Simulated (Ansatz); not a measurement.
# BrH₂InOS: a ladder of functionals and wavefunction methods

Aim: compute BrH₂InOS with functionals from several rungs and with coupled cluster. The yardstick is the atomisation energy at the CCSD(T) limit.

The runs use Ansatz 0.2.0, Gaussian basis; functionals in def2-TZVPP, the program's frozen cores in correlated methods.

The runs, in order: LDA (SPW92), PBE-D4, revPBE-D4, BLYP-D4, r2SCAN-D4, B97M-V, PBE0-D4, B3LYP-D4, r2SCANh-D4, r2SCAN0-D4, HSE06-D4, BHLYP-D4, CAM-B3LYP-D4, LC-ωPBE, ωB97X-V, ωB97M-V, B2PLYP, PBE-QIDH; CCSD(T)/def2-SVP; CCSD(T)/def2-TZVPP; MP2/def2-QZVPP; extrapolation to the limit; RPA on PBE.

### Step 1. Structure used throughout

The geometry comes from an earlier relaxation with PBE0-D4 in a triple-zeta def2 set; it is a stationary point. In takes the def2 core potential; no spin-orbit term is included.

SMILES `[OH][In]([SH])[Br]`, 6 atoms, charge 0, spin multiplicity 1.

Atoms are counted from 1 here; the program's logs count them from 0.

Bond lengths: O1–In2 1.971 Å, O1–H5 0.961 Å, In2–S3 2.368 Å, In2–Br4 2.442 Å, S3–H6 1.345 Å. Angles: In2–O1–H5 113.1°, O1–In2–S3 124.3°, O1–In2–Br4 115.1°, S3–In2–Br4 120.6°, In2–S3–H6 93.1°.

### Step 2. LDA

This LDA is Slater exchange with PW92 correlation.

in.yaml

```yaml
crystal:
  periodic: [false, false, false]
  atoms:
    - {symbol: O, position_ang: [-0.689490, 1.567730, -0.460272]}
    - {symbol: In, position_ang: [-0.424574, -0.377834, -0.288065]}
    - {symbol: S, position_ang: [1.375163, -1.382291, 0.877534]}
    - {symbol: Br, position_ang: [-2.116286, -1.755345, -1.384718]}
    - {symbol: H, position_ang: [-0.010064, 2.081232, -0.015770]}
    - {symbol: H, position_ang: [1.907352, -0.197492, 1.225091]}
basis:
  gaussian: {orbitals: def2-TZVPP}
hamiltonian: {xc: lda}
output: {orbitals: {seedname: orbitals}}
```

The run is started by

```
> ansatz run in.yaml --threads 4 --pin off --events-out ev --progress --plain --max-ram 10444MiB
```

After this run come: PBE-D4 (GGA); revPBE-D4 (GGA); BLYP-D4 (GGA); r2SCAN-D4 (meta-GGA); B97M-V (meta-GGA); PBE0-D4 (hybrid); B3LYP-D4 (hybrid); r2SCANh-D4 (hybrid); r2SCAN0-D4 (hybrid); HSE06-D4 (hybrid); BHLYP-D4 (hybrid); CAM-B3LYP-D4 (range-separated); LC-ωPBE (range-separated); ωB97X-V (range-separated); ωB97M-V (range-separated); B2PLYP (double hybrid); PBE-QIDH (double hybrid); CCSD(T) in def2-SVP; CCSD(T) in def2-TZVPP; MP2 in def2-QZVPP; RPA on PBE orbitals.

Before running them: what should the planned runs give, taken together? Wanted: atomisation energy, CCSD(T)/CBS; farthest beyond LDA; mean size of error, GGA; mean size of error, meta-GGA; mean size of error, hybrid; mean size of error, range-separated; mean size of error, double hybrid; gap, smallest and largest; T1 diagnostic.

As calculated:

| quantity | value |
| --- | --- |
| atomisation energy, CCSD(T)/CBS | 1719.2 kJ/mol |
| functionals within 17.2 kJ/mol (1.0 %) | PBE-D4, r2SCAN-D4 |
| farthest beyond LDA | BHLYP-D4 (-128.7 kJ/mol) |
| mean size of error, GGA | 43.9 kJ/mol |
| mean size of error, meta-GGA | 18.8 kJ/mol |
| mean size of error, hybrid | 65.7 kJ/mol |
| mean size of error, range-separated | 37.5 kJ/mol |
| mean size of error, double hybrid | 60.2 kJ/mol |
| gap, smallest and largest | 3.60 eV (LDA (SPW92)), 10.80 eV (LC-ωPBE) |
| T1 diagnostic | 0.0132 |
| triples share of the correlation energy | 3.6 % |

In words: The LDA atomisation energy is off by 263.1 kJ/mol (15 %): it overbinds. PBE-D4 misses by -2.2 kJ/mol. Double hybrids carry the basis error of their MP2 part in triple zeta, and no dispersion term here, so their miss is partly the set-up's. By mean error the best rung here is meta-GGA (18.8 kJ/mol) and the worst beyond LDA is hybrid (65.7 kJ/mol). double hybrid functionals lie within the reference's doubt of that worst mean (60.2 kJ/mol), so those two tie. The mean of the hybrids holds BHLYP, with half exact exchange. The reference freezes the cores and leaves out spin-orbit coupling and excitations past (T), and its outer-core shells are covered unevenly, so misses under about 17.2 kJ/mol can't be ranked. All levels share the lack of spin-orbit coupling, which lowers the free heavy atoms and so the true binding. Hartree-Fock recovers 65 % of the binding; the rest is correlation. CCSD(T) in def2-SVP is off by -187.0 kJ/mol, more than most functionals: a good method in a small basis is no reference. The gap grows from 3.6 to 10.8 eV across the functionals, mostly with the share of exact exchange. Correlated methods include outer-core shells of Br, In, which these sets cover unevenly.
